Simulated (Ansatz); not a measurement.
# ClGe₂H₇Si, SMILES Cl[SiH2][GeH2][GeH3]: a rigid torsion scan

Program: Ansatz 0.2.0 through its Python package.

Typed at the interpreter:
```pycon
>>> import ansatz as az
>>> from ase import Atoms
>>> atoms = Atoms(['Cl', 'Si', 'Ge', 'Ge', 'H', 'H', 'H', 'H', 'H', 'H', 'H'], positions=[
...     (2.3462, -1.7405, 0.2519),
...     (1.6846, 0.118, 0.9524),
...     (0.0359, 0.9202, -0.456),
...     (-1.7482, -0.6713, -0.5477),
...     (1.1342, -0.0372, 2.307),
...     (2.8096, 1.0643, 0.9809),
...     (-0.4982, 2.2709, 0.0849),
...     (0.6233, 1.1196, -1.8763),
...     (-1.1994, -2.0231, -1.0712),
...     (-2.3325, -0.8679, 0.8743),
...     (-2.8556, -0.1529, -1.5002),
... ])
>>> # relax first, so that the scan starts from a minimum
>>> first = (
...     az.Crystal.molecule_from_ase(atoms).calculation()
...     .basis(gaussian='def2-SVP')
...     .functional('r2scan')
...     .relax(force_tolerance=0.02, max_steps=80)
... )
>>> atoms.positions = first.run().report['positions_ang']
>>> start = atoms.get_dihedral(1, 2, 3, 8)
>>> energies = {}
>>> for turn in range(0, 121, 15):
...     turned = atoms.copy()
...     turned.set_dihedral(1, 2, 3, 8, start + turn, indices=[3, 8, 9, 10])
...     job = az.Crystal.molecule_from_ase(turned).calculation().basis(gaussian='def2-SVP').functional('r2scan')
...     energies[round((start + turn) % 360)] = job.run().report['free_energy_ev']
...
>>> floor = min(energies.values())
>>> print('dihedral Si1-Ge2-Ge3-H8 (deg)   E - E(min) (eV)')
dihedral Si1-Ge2-Ge3-H8 (deg)   E - E(min) (eV)
>>> for angle, e in sorted(energies.items()):
...     print(f'{angle:8d} {(e - floor):14.3f}  ' + '#' * int(30 * (e - floor) / max(max(energies.values()) - floor, 1e-9)))
...
       6          0.034  #########################
      21          0.020  ##############
      36          0.006  ####
      51          0.001
     291          0.000
     306          0.006  ####
     321          0.021  ###############
     336          0.034  #########################
     351          0.040  ##############################
```

These settings explore the input space; basis and method may be short of convergence. The scan is rigid and the energies are electronic, in a modest basis. With rigid groups the curve can differ much from the relaxed path, the start wasn't checked as a minimum of this torsion, and equivalent turns needn't return to the same energy. Timing: 6.1 min on 1 thread of Arm Neoverse V1, on a shared host, peak memory 0.32 GiB.
